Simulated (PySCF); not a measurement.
# GeH7PSi: the cost of one run

The runs use PySCF 2.14.0, with density-fitted response routines of our own; the level of theory stands in each step. All values are computed, except where a source is named. Atoms count from 0, in the outputs and in this text.

## 1. The starting structure

10 atoms, charge 0, multiplicity 1; geometry from: GFN2-xTB. The atoms were then displaced at random by about 0.01 Å, so the start is not that level's minimum.

Bonds of the start (Å): Si0–Ge1 2.36, Ge1–P2 2.33, Si0–H3 1.46, Si0–H4 1.48, Si0–H5 1.47, Ge1–H6 1.52, Ge1–H7 1.52, P2–H8 1.38, P2–H9 1.41.

## 2. Relaxing the molecule at PBE0-D3(BJ)/def2-SVP

What the job is given:

```
{"job": {"xc": "PBE0", "basis": "def2-SVP", "d3": "d3bj", "grid": 1, "shake": 0.01, "kind": "geom"}, "charge": 0, "multiplicity": 1}
Si     1.709600     0.678020     0.086060
Ge    -0.193530    -0.670590    -0.273410
P     -2.287280     0.341550    -0.351670
H      2.940130    -0.102030     0.072720
H      1.775890     1.702300    -0.986500
H      1.586510     1.391800     1.370370
H     -0.233000    -1.852920     0.686280
H     -0.075770    -1.400530    -1.600010
H     -2.946980    -0.823300    -0.027630
H     -2.225130     0.714780     1.002750
```

On the command line:

```
$ OMP_NUM_THREADS=1 python probes_run.py task.json out
```

One launch serves the whole session: the jobs run in the order shown.

**Question.** How long does this first job take on 1 thread of Arm Neoverse V1, shared host, and how much memory does it need?

About 27 s, with a peak of 0.42 GiB.
